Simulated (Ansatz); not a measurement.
ZnRe2:

```xyz
3
Lattice="0.0000 2.8956 2.8956 2.8956 0.0000 2.8956 2.8956 2.8956 0.0000" Properties=species:S:1:pos:R:3 pbc="T T T"
Zn    0.0000    0.0000    0.0000
Re    4.3433    4.3433    4.3433
Re    1.4478    1.4478    1.4478
```

The cell was built by a generator and needn't be a form met in nature.

Base run:

* Program: Ansatz 0.2.0
* Functional: LDA
* Potentials or basis: Ansatz PAW
* Cutoff: 420 eV
* Density cutoff: 1680 eV
* k mesh: 8 × 8 × 8
* Occupations: fermi-dirac, width 0.05 eV
* Spin: no spin polarisation

Its results: band gap on the k mesh none (metal or under the smearing width); pressure -12.2 GPa.

Q: The run is repeated on the same cell with these changes: functional from LDA to BLYP. What comes out?

A: Band gap on the k mesh none (metal or under the smearing width); pressure 9.4 GPa.

BLYP binds less tightly than LDA, so the same cell stands under more pressure.

Caveats: the PAW data sets come from PBE, with cores solved anew for the run's functional, which leaves a small shift of forces and pressure; the potentials were made for another functional, which shifts forces and pressure (some runs).

Not every run made on this cell is shown here.
